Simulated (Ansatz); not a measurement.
# SiGePH (quintet): the correlation ladder, cc-pVDZ

The task here is to estimate one member of a computed series from the others.

Computed with Ansatz 0.2.0, Gaussian basis. Level: cc-pVDZ, core rule «outside noble gas», up to 24 orbitals frozen.

To be run: UHF; CCSD(T) on ROHF; CCSD(T) on UHF; BCCD(T) on ROHF; CISD as a restricted active space (open shells left free, so some higher excitations enter); CCSDT(Q) on ROHF; CCSDT(Q) on UHF.

19 further runs of the same task are left out: 9 that didn't finish, 10 set aside as unsound or not needed. Runs told in other sessions of the task aren't counted.

## What is computed

The geometry is a PBE0/def2-TZVP stationary point (not a proven minimum) of the parent state, kept for this charge and spin. No spin-orbit coupling is included. The filled d shell of Ge may be among the frozen orbitals whatever the setting's name suggests.

4 atoms, charge 0, spin multiplicity 5.

Atoms are counted from 1 here; the program's logs count them from 0.

Bond lengths: P1–Ge2 2.700 Å, P1–Si3 2.196 Å, P1–H4 1.445 Å, Ge2–Si3 2.300 Å. Angles: Ge2–P1–Si3 54.9°, Ge2–P1–H4 57.1°, Si3–P1–H4 112.0°, P1–Ge2–Si3 51.3°, P1–Si3–Ge2 73.8°.

Geometry (Å):

```
P     0.00000    0.74097    1.62948
Ge    0.00000    0.15679   -1.00653
Si    0.00000   -1.28572    0.78465
H     0.00000    1.75606    0.60148
```

Set-up of the first run:

File in.yaml:

```yaml
crystal:
  periodic: [false, false, false]
  atoms:
    - {symbol: P, position_ang: [0.000000, 0.740966, 1.629479]}
    - {symbol: Ge, position_ang: [0.000000, 0.156794, -1.006535]}
    - {symbol: Si, position_ang: [0.000000, -1.285717, 0.784652]}
    - {symbol: H, position_ang: [0.000000, 1.756057, 0.601480]}
basis:
  gaussian: {orbitals: cc-pVDZ}
magnetization: {spin_polarized: true, initial_magnetization: 4}
hamiltonian: {xc: hf}
output: {orbitals: {seedname: orbitals}}
```

Launch:

```
ansatz run in.yaml --threads 1 --pin off --events-out ev --progress --plain --max-ram 2393MiB
```

Steps of the session up to this table: UHF; CCSD(T) on ROHF; CCSD(T) on UHF; BCCD(T) on ROHF; CISD as a restricted active space (open shells left free, so some higher excitations enter); CCSDT(Q) on ROHF; CCSDT(Q) on UHF.

One table of the session follows, with a row left open; its other results are not shown here.

```
   method  from UCCSDT(Q) (meV)
     ROHF               +8078.2
      UHF               +7685.7
     RMP2               +1511.3
     UMP2               +1600.8
     CISD                     ?
    RCCSD                +414.3
    UCCSD                +396.1
 RCCSD(T)                 +86.3
 UCCSD(T)                 +83.3
  BCCD(T)                 +86.0
   RCCSDT                 +34.8
   UCCSDT                 +27.5
RCCSDT(Q)                  +6.8
UCCSDT(Q)                     0
```

Q: Estimate the row for CISD from the others.

As computed: from UCCSDT(Q) (meV): +1264.0. In the column «from UCCSDT(Q) (meV)» it lies between RCCSD (+414.3) and RMP2 (+1511.3).

To keep in mind: Restricted and unrestricted rows rest on different reference determinants; a gap between their highest levels can come from leftover correlation error, from unlike frozen cores or from another state.
